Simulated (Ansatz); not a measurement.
the Hf-Ru system, a small convex hull

Computed with Ansatz 0.2.0 through its Python package.

The cells in order, each with its output:

**Cell 1**
```python
from collections import Counter
import warnings

import ansatz
import matplotlib.pyplot as plt
import numpy as np

PHASES = {
    "HfRu3 Pm-3m": (
        [(3.955773, 0.0, 0.0), (0.0, 3.955773, 0.0), (0.0, 0.0, 3.955773)],
        [
            ("Hf", (0.0, 0.0, 0.0)),
            ("Ru", (0.5, 0.5, 0.0)),
            ("Ru", (0.5, 0.0, 0.5)),
            ("Ru", (0.0, 0.5, 0.5)),
        ],
    ),
    "HfRu Pm-3m": (
        [(3.233, 0.0, 0.0), (0.0, 3.233, 0.0), (0.0, 0.0, 3.233)],
        [
            ("Hf", (0.0, 0.0, 0.0)),
            ("Ru", (0.5, 0.5, 0.5)),
        ],
    ),
    "Hf": (
        [(3.1967, 0.0, 0.0), (-1.59835, 2.768423, 0.0), (0.0, 0.0, 5.0578)],
        [
            ("Hf", (1 / 3, 2 / 3, 0.25)),
            ("Hf", (2 / 3, 1 / 3, 0.75)),
        ],
    ),
    "Ru": (
        [(2.7058, 0.0, 0.0), (-1.3529, 2.343292, 0.0), (0.0, 0.0, 4.2819)],
        [
            ("Ru", (1 / 3, 2 / 3, 0.25)),
            ("Ru", (2 / 3, 1 / 3, 0.75)),
        ],
    ),
}
```

**Cell 2**
```python
def build(vectors, sites):
    crystal = ansatz.Crystal(lattice=ansatz.Lattice.of(vectors))
    for symbol, position in sites:
        crystal = crystal.atom(symbol, position)
    return crystal
```

**Cell 3**
```python
def solve(name, crystal):
    calc = (
        crystal.calculation()
        .functional(ansatz.Functional.R2SCAN)
        .basis(620)
        .kpoints(spacing=0.14)
        .occupations("fermi_dirac", width=0.05)
    )
    calc = calc.relax(force_tolerance=0.03, cell=True)
    return calc.run(threads=1)


def counts(outcome):
    return Counter(site.symbol for site in outcome.lattice.sites)
```

**Cell 4**
```python
def formation_energy(outcome, mu):
    n = counts(outcome)
    return (outcome.report["energy_sigma0_ev"] - sum(k * mu[element] for element, k in n.items())) / sum(n.values())

warnings.simplefilter("ignore", ansatz.DeckWarning)
```

**Cell 5**
```python
phases = {name: build(*cell) for name, cell in PHASES.items()}
```

**Cell 6**
```python
done = {name: solve(name, crystal) for name, crystal in phases.items()}
```

**Cell 7**
```python
# energy of one atom in its reference phase
references = {"Hf": "Hf", "Ru": "Ru"}
mu = {element: done[name].report["energy_sigma0_ev"] / len(done[name].lattice.sites) for element, name in references.items()}
points = sorted((counts(o)["Ru"] / len(o.lattice.sites), formation_energy(o, mu), name) for name, o in done.items())
```

**Cell 8**
```python
# walk in x and drop points that lie above the chord
hull = []
for x, e, _ in points:
    while len(hull) > 1 and (hull[-1][0] - hull[-2][0]) * (e - hull[-2][1]) - (hull[-1][1] - hull[-2][1]) * (x - hull[-2][0]) <= 0:
        hull.pop()
    hull.append((x, e))
rows = [(name, x, e, e - np.interp(x, *zip(*hull))) for x, e, name in points]
print("     phase       x(Ru)  E_form (eV/atom)  above hull (eV/atom)")
for row in rows:
    print(f"{str(row[0]):>10}  {row[1]:10.3f}  {row[2]:16.4f}  {row[3]:20.4f}")
print("on the hull of these phases:", ", ".join(row[0] for row in rows if row[3] < 1e-6))
stable = [row for row in rows if row[3] < 1e-6]
plt.figure(figsize=(4.5, 3.2))
plt.plot([row[1] for row in stable], [row[2] for row in stable], "k-o")
plt.plot([row[1] for row in rows], [row[2] for row in rows], "r.")
plt.xlabel("fraction of Ru")
plt.ylabel("formation energy (eV/atom)")
plt.tight_layout()
plt.savefig("hull.png", dpi=100)
```
Output:
```text
     phase       x(Ru)  E_form (eV/atom)  above hull (eV/atom)
        Hf       0.000            0.0000                0.0000
HfRu Pm-3m       0.500           -0.8642                0.0000
HfRu3 Pm-3m       0.750           -0.1962                0.2359
        Ru       1.000            0.0000                0.0000
on the hull of these phases: Hf, HfRu Pm-3m, Ru
```

The run is spin-unpolarised. Spin-orbit coupling, which matters for elements this heavy, is left out. The cells come from databases of deposited and of computed structures, and not all need be stable phases. Differences under 10 to 15 meV an atom lie within the error of mesh and functional, so such verdicts may flip; only the cells listed enter the hull. It ran for 6.6 min on 1 thread of Arm Neoverse V2 (shared host), peak memory 0.86 GiB.
